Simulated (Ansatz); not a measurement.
# MoTe2: the cost of one run

Program: Ansatz 0.2.0. Level of theory: DFT PBEsol+U (U_eff = 1 eV on Mo d), plane waves, PAW. These are calculated values, not measurements.

**1. The system as given**

It takes space group Fm-3m (No. 225, cubic). Conventional cell: a = 6.759 Å, b = 6.759 Å, c = 6.759 Å, α = 90.00°, β = 90.00°, γ = 90.00°. Mo (site symmetry m-3m) has 8 Te at 2.93 Å in its first shell of neighbours. Around Te (site symmetry -43m) lie 4 Mo at 2.93 Å.

Coordinates:

```xyz
6
Lattice="0.0000 3.3794 3.3794 6.7589 3.3794 3.3794 6.7589 6.7589 0.0000" Properties=species:S:1:pos:R:3 pbc="T T T"
Mo    0.0000    0.0000    0.0000
Te    1.6897    1.6897    1.6897
Te    5.0691    5.0691    5.0691
Mo    3.3794    3.3794    0.0000
Te    5.0691    5.0691    1.6897
Te    8.4486    8.4486    5.0691
```

An earlier series on this cell reached its lowest free state from «ferromagnetic start, free, symmetry kept, no search», perhaps among other starts.

**2. Total moment locked, 4.00 μB per cell**

Input file input.yaml:

```yaml
crystal:
  lattice:
    - [0.0, 3.3794332, 3.3794332]
    - [6.7588664, 3.3794332, 3.3794332]
    - [6.7588664, 6.7588664, 0.0]
  atoms:
    - { symbol: Mo, position: [0.0, 0.0, 0.0], spin: 2.0 }
    - { symbol: Te, position: [0.25, 0.25, 0.0] }
    - { symbol: Te, position: [0.75, 0.75, 0.0] }
    - { symbol: Mo, position: [0.0, 0.0, 0.5], spin: 2.0 }
    - { symbol: Te, position: [0.25, 0.25, 0.5] }
    - { symbol: Te, position: [0.75, 0.75, 0.5] }
basis:
  ecutwfc: 420
  ecutrho_ratio: 4
kpoints:
  mp_grid: { grid: [5, 5, 5] }
hamiltonian:
  xc: pbesol
  hubbard:
    sites:
      - { site: 0, l: d, u_eff: 1.0, starting_ns: [{ spin: up, occupation_matrix: s0up }, { spin: down, occupation_matrix: s0down }] }
      - { site: 3, l: d, u_eff: 1.0, starting_ns: [{ spin: up, occupation_matrix: s3up }, { spin: down, occupation_matrix: s3down }] }
    occupation_matrices:
      s0up:
        matrix:
          - [0.97, 0.0, 0.0, 0.0, 0.0]
          - [0.0, 0.02, 0.0, 0.0, 0.0]
          - [0.0, 0.0, 0.02, 0.0, 0.0]
          - [0.0, 0.0, 0.0, 0.97, 0.0]
          - [0.0, 0.0, 0.0, 0.0, 0.02]
      s0down:
        matrix:
          - [0.02, 0.0, 0.0, 0.0, 0.0]
          - [0.0, 0.02, 0.0, 0.0, 0.0]
          - [0.0, 0.0, 0.02, 0.0, 0.0]
          - [0.0, 0.0, 0.0, 0.02, 0.0]
          - [0.0, 0.0, 0.0, 0.0, 0.02]
      s3up:
        matrix:
          - [0.97, 0.0, 0.0, 0.0, 0.0]
          - [0.0, 0.02, 0.0, 0.0, 0.0]
          - [0.0, 0.0, 0.02, 0.0, 0.0]
          - [0.0, 0.0, 0.0, 0.97, 0.0]
          - [0.0, 0.0, 0.0, 0.0, 0.02]
      s3down:
        matrix:
          - [0.02, 0.0, 0.0, 0.0, 0.0]
          - [0.0, 0.02, 0.0, 0.0, 0.0]
          - [0.0, 0.0, 0.02, 0.0, 0.0]
          - [0.0, 0.0, 0.0, 0.02, 0.0]
          - [0.0, 0.0, 0.0, 0.0, 0.02]
    ns_hold: { iters: 8 }
scf:
  occupations: { method: gaussian, width: 0.05 }
  lower_state_search: "off"
  max_iter: 150
output:
  forces: true
  stress: true
  eigenvalues: true
  populations: true
  hubbard: { sites: [{ site: 0, l: d }, { site: 3, l: d }] }
magnetization:
  spin_polarized: true
  initial_magnetization: 4.0
  spin_locking: { lock_magnetization: hard }
```

The typed matrices put 0.97 on the chosen orbitals and 0.02 on the others, and are held for 8 cycles. The lock stays on to the end, so the result is a constrained state unless its moments die out.

Launch:

```console
> ansatz run input.yaml --threads 4 --pin off --max-ram 6144MiB --backend cpu --events-out ev --progress --plain --runs-dir out
```

What time and memory should one allow on 4 threads of Arm Neoverse N1, shared host?

About 27 s, with a peak of 0.73 GiB.
